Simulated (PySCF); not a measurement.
# MoSe2 (triplet): changing the method

Starting from one script, swap the method and compare what comes out for MoSe2 (triplet).

Computed with PySCF 2.14.0. Level: method and basis as typed in the scripts.

2 further runs of the same task are left out: 2 that didn't finish.

### 1 The system as given

MoSe2 (triplet): 3 atoms, charge 0, spin multiplicity 3.

Bond lengths: Mo1–Se2 2.241 Å, Mo1–Se3 2.241 Å. Angles: Se2–Mo1–Se3 114.2°.

Geometry (Å):

```tsv
atom	x (Å)	y (Å)	z (Å)
Mo1	0.0000	0.0000	-0.7549
Se2	1.8817	0.0000	0.4623
Se3	-1.8817	0.0000	0.4623
```

### 2 The base run

Contents of input.py:

```python
from pyscf import gto, dft

mol = gto.M(
    atom='Mo 0 0 -0.7549; Se 1.8817 0 0.4623; Se -1.8817 0 0.4623',
    basis='lanl2dz',
    ecp={'Mo': 'lanl2dz', 'Se': 'lanl2dz'},
    charge=0,
    spin=2,
    symmetry=True,
    verbose=3,
)
mf = dft.UKS(mol, xc='pbe0')
mf.kernel()
mf.dip_moment()
print('orbital energies (hartree):', [e[max(0, n-3):n+3].round(4) for e, n in zip(mf.mo_energy, mol.nelec)])
```

Started as:

```sh
$ OMP_NUM_THREADS=1 python input.py
```

### 3 Wb97x

Run 1 changes functional: pbe0 → wb97x.

input.py: that of step 2 with these lines changed.

```diff
@@ -11,3 +11,3 @@
 )
-mf = dft.UKS(mol, xc='pbe0')
+mf = dft.UKS(mol, xc='wb97x')
 mf.kernel()
```

### 4 ROKS

Run 2 changes SCF type: UKS → ROKS.

Contents of input.py:

```python
from pyscf import gto, dft

mol = gto.M(
    atom='Mo 0 0 -0.7549; Se 1.8817 0 0.4623; Se -1.8817 0 0.4623',
    basis='lanl2dz',
    ecp={'Mo': 'lanl2dz', 'Se': 'lanl2dz'},
    charge=0,
    spin=2,
    symmetry=True,
    verbose=3,
)
mf = dft.ROKS(mol, xc='pbe0')
mf.kernel()
mf.dip_moment()
print('orbital energies (hartree):', mf.mo_energy[..., max(0, mol.nelec[1]-3):mol.nelec[0]+3].round(4))
```

### 5 Polarisability

Run 3 changes step after the SCF: none → polarizability.

input.py: that of step 2 with these lines changed.

```diff
@@ -1,2 +1,3 @@
 from pyscf import gto, dft
+from pyscf.prop.polarizability import uhf as pol
 
@@ -13,2 +14,4 @@
 mf.kernel()
+print('polarizability (a.u.)')
+print(pol.Polarizability(mf).polarizability().round(4))
 mf.dip_moment()
```

### 6 Pbe

Run 4 changes functional: pbe0 → pbe.

input.py: that of step 2 with these lines changed.

```diff
@@ -11,3 +11,3 @@
 )
-mf = dft.UKS(mol, xc='pbe0')
+mf = dft.UKS(mol, xc='pbe')
 mf.kernel()
```

**Question.** What will these runs give? Wanted: for each run, E(SCF); from base; SCF dipole; after the SCF.

**Answer**, as computed:

```tsv
run	E(SCF) (hartree)	from base (eV)	SCF dipole (D)	after the SCF
base	-85.967737	0	3.66	n/a
wb97x	-85.906111	not comparable	4.24	n/a
ROKS	-85.963246	+0.1222	3.71	n/a
polarisability	-85.967737	0.0000	3.66	mean α 91.0 bohr³
pbe	-86.024010	not comparable	3.14	n/a
```

**Reading.** A lower total energy from another functional means nothing by itself.
